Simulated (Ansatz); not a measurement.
# BFH4SiZn: up Jacob's ladder to CCSD(T)

Aim: compute BFH4SiZn with functionals from several rungs and with coupled cluster, and see how far each lands from CCSD(T) at the basis-set limit for the atomisation energy.

The runs use Ansatz 0.2.0, Gaussian basis; functionals in def2-TZVPP, the program's frozen cores in correlated methods.

The runs, in order: LDA (SPW92), PBE-D4, revPBE-D4, BLYP-D4, r2SCAN-D4, B97M-V, PBE0-D4, B3LYP-D4, r2SCANh-D4, r2SCAN0-D4, HSE06-D4, BHLYP-D4, CAM-B3LYP-D4, LC-ωPBE, ωB97X-V, ωB97M-V, B2PLYP, PBE-QIDH; CCSD(T)/def2-SVP; CCSD(T)/def2-TZVPP; MP2/def2-QZVPP; extrapolation to the limit; RPA on PBE.

## Step 1: The relaxed structure

All runs share one geometry, relaxed beforehand with PBE0-D4 in a triple-zeta def2 set.

SMILES `[F][Zn][BH][SiH3]`, 8 atoms, charge 0, spin multiplicity 1.

Atoms are counted from 1 here; the program's logs count them from 0.

Bond lengths: F1–Zn2 1.760 Å, Zn2–B3 2.031 Å, B3–Si4 2.001 Å, B3–H5 1.198 Å, Si4–H6 1.488 Å, Si4–H7 1.497 Å, Si4–H8 1.488 Å. Angles: F1–Zn2–B3 179.3°, Zn2–B3–Si4 123.0°, Zn2–B3–H5 118.1°, Si4–B3–H5 118.7°, B3–Si4–H6 115.3°, B3–Si4–H7 102.6°, B3–Si4–H8 113.8°, H6–Si4–H7 108.2°, H6–Si4–H8 108.8°, H7–Si4–H8 107.5°.

## Step 2: LDA

This LDA is Slater exchange with PW92 correlation.

in.yaml reads:

```yaml
crystal:
  periodic: [false, false, false]
  atoms:
    - {symbol: F, position_ang: [1.855314, -2.804034, 1.942848]}
    - {symbol: Zn, position_ang: [1.325952, -1.299499, 1.198581]}
    - {symbol: B, position_ang: [0.693476, 0.427510, 0.336698]}
    - {symbol: Si, position_ang: [-0.996215, 0.560995, -0.727347]}
    - {symbol: H, position_ang: [1.410105, 1.384856, 0.400401]}
    - {symbol: H, position_ang: [-1.557034, 1.932709, -0.862750]}
    - {symbol: H, position_ang: [-0.566856, 0.094800, -2.083964]}
    - {symbol: H, position_ang: [-2.072642, -0.354337, -0.260268]}
basis:
  gaussian: {orbitals: def2-TZVPP}
hamiltonian: {xc: lda}
output: {orbitals: {seedname: orbitals}}
```

After this run come: PBE-D4 (GGA); revPBE-D4 (GGA); BLYP-D4 (GGA); r2SCAN-D4 (meta-GGA); B97M-V (meta-GGA); PBE0-D4 (hybrid); B3LYP-D4 (hybrid); r2SCANh-D4 (hybrid); r2SCAN0-D4 (hybrid); HSE06-D4 (hybrid); BHLYP-D4 (hybrid); CAM-B3LYP-D4 (range-separated); LC-ωPBE (range-separated); ωB97X-V (range-separated); ωB97M-V (range-separated); B2PLYP (double hybrid); PBE-QIDH (double hybrid); CCSD(T) in def2-SVP; CCSD(T) in def2-TZVPP; MP2 in def2-QZVPP; RPA on PBE orbitals.

Before running them: what should the planned runs give, taken together? Wanted: atomisation energy, CCSD(T)/CBS; farthest beyond LDA; mean size of error, GGA; mean size of error, meta-GGA; mean size of error, hybrid; mean size of error, range-separated; mean size of error, double hybrid; gap, smallest and largest; T1 diagnostic.

The runs gave:

```
                               quantity                                     value
        atomisation energy, CCSD(T)/CBS                             2209.9 kJ/mol
 functionals within 11.0 kJ/mol (0.5 %)             B3LYP-D4, r2SCAN0-D4, ωB97M-V
                    farthest beyond LDA                   BHLYP-D4 (-51.7 kJ/mol)
                mean size of error, GGA                               24.9 kJ/mol
           mean size of error, meta-GGA                               22.4 kJ/mol
             mean size of error, hybrid                               18.3 kJ/mol
    mean size of error, range-separated                               19.5 kJ/mol
      mean size of error, double hybrid                               20.4 kJ/mol
              gap, smallest and largest  2.69 eV (LDA (SPW92)), 9.69 eV (LC-ωPBE)
                          T1 diagnostic                                    0.0164
triples share of the correlation energy                                     3.1 %
```

In words: The LDA atomisation energy is off by 292.0 kJ/mol (13 %): it overbinds. PBE-D4 is off by +12.4 kJ/mol. Double hybrids carry the basis error of their MP2 part in triple zeta, and no dispersion term here, so their miss is partly the set-up's. Taken by rung, hybrid functionals do best (18.3 kJ/mol on average) and GGA ones worst beyond LDA (24.9 kJ/mol). The gap between the best rungs is small, so their order is not settled. Misses under about 11.0 kJ/mol are within the doubt on the reference itself, which lacks core-valence correlation, relativity and higher excitations. Hartree-Fock recovers 75 % of the binding; the rest is correlation. CCSD(T) in def2-SVP is off by -142.7 kJ/mol, worse than the median functional, from the basis alone. Orbital gaps span 2.7 to 9.7 eV; exact exchange widens them. For Zn the d shell is correlated and the shells below it are frozen.
